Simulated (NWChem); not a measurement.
# SnH2O2 (SMILES [OH][Sn][OH]) at CCSD/SBKJC-VDZ (core potential)

Aim: the vertical ionisation energy of SnH2O2 at CCSD/SBKJC-VDZ (core potential), from 2 runs. 

The calculation is run with NWChem 7.3.0.

### 1 The system as given

SnH2O2 has 5 atoms, charge 0, and is taken as a singlet. SMILES: `[OH][Sn][OH]`. The shape is that of a PBE0-D4/def2-TZVP optimisation. This is one conformer, not always the lowest.

Bond lengths: O1–Sn2 1.987 Å, Sn2–O3 1.966 Å, O1–H4 0.960 Å, O3–H5 0.964 Å. Angles: O1–Sn2–O3 91.9°, Sn2–O1–H4 116.9°, Sn2–O3–H5 111.9°.

### 2 The energy at CCSD/SBKJC-VDZ (core potential)

Input file h2o2sn.nw:

```
start h2o2sn
title "H2O2Sn energy"
memory stack 880 mb heap 220 mb global 1100 mb
charge 0

geometry units angstrom noautosym nocenter noautoz
 O    -0.984300    0.177800   -0.613800
 Sn   -0.153700   -0.943900    0.800900
 O     1.561800    0.002900    0.636100
 H    -1.901200   -0.005600   -0.831400
 H     1.527200    0.695100   -0.033300
end

basis spherical bse
 O library SBKJC-VDZ
 Sn library SBKJC-VDZ
 H library SBKJC-VDZ
end

ecp bse
 O library SBKJC-VDZ
 Sn library SBKJC-VDZ
end

scf
 thresh 1e-08
 maxiter 80
 print low
end

ccsd
 maxiter 60
end

task ccsd energy
```

Started as:

```
nwchem h2o2sn.nw > h2o2sn.out
```

The log of the run:

```text
[...]
  functions       =    28
[...]
  wavefunction    = RHF
[...]
         Total SCF energy =    -35.834983773331
      One-electron energy =   -119.110463522763
      Two-electron energy =     53.247070014312
 Nuclear repulsion energy =     30.028409735120
        Time for solution =      0.4s
[...]
 Total MP2 energy:            -36.102644990240158
[...]
             energy      energy      error      ampl     ampl      Block
                                                time     time      time
[...]
 Total CCSD energy:            -36.110131704355432
[...]
```

Wall time 1.9 s (1 thread of AMD EPYC 9R45 (Zen 5), shared host); peak memory 0.11 GiB.

### 3 The doublet cation at the same level

Input file sp.nw:

```
start sp
title "H2O2Sn"
memory total 2200 mb
charge 1
geometry units atomic noautosym nocenter noautoz
O     -1.86005742     0.33599330    -1.15991390
Sn    -0.29045091    -1.78371249     1.51348165
O      2.95137426     0.00548021     1.20205479
H     -3.59274731    -0.01058247    -1.57111830
H      2.88598974     1.31354863    -0.06292788
end
basis "ao basis" spherical bse
* library SBKJC-VDZ
end
ecp bse
O library SBKJC-VDZ
Sn library SBKJC-VDZ
end
scf
doublet
uhf
thresh 1e-08
maxiter 80
print low
end
tce
scf
ccsd
maxiter 60
end
task tce energy
```

Started as:

```
nwchem sp.nw > sp.out
```

The log of the run:

```text
[...]
  functions       =    28
[...]
  wavefunction    = UHF
[...]
         Total SCF energy =    -35.493782792934
      One electron energy =   -114.323494011914
      Two electron energy =     48.801303649003
 Nuclear repulsion energy =     30.028407569977
                       Sz =      0.5000
                 Sz(Sz+1) =      0.7500
                      S^2 =      0.8261
[...]
         Wavefunction type : Unrestricted Hartree-Fock
          No. of electrons :    17
[...]
         Spin multiplicity : doublet
[...]
 CCSD total energy / hartree       =       -35.759125866907617
[...]
```

Run time: 2.6 s. Hardware: 1 thread of AMD EPYC 9R45 (Zen 5), shared host; peak memory 0.12 GiB.

### 4 What came out

Level: CCSD/SBKJC-VDZ (core potential).

```
                                          quantity         value
                      singlet SnH2O2: total energy  -36.11013 Eh
                singlet SnH2O2: correlation energy    -275.1 mEh
                      doublet cation: total energy  -35.75913 Eh
                doublet cation: correlation energy    -265.3 mEh
 doublet cation: ⟨S²⟩ of the reference determinant         0.826
vertical ionisation energy (to the doublet cation)      9.551 eV
```

What this shows: Removing an electron at fixed nuclei costs 9.55 eV (220 kcal/mol).
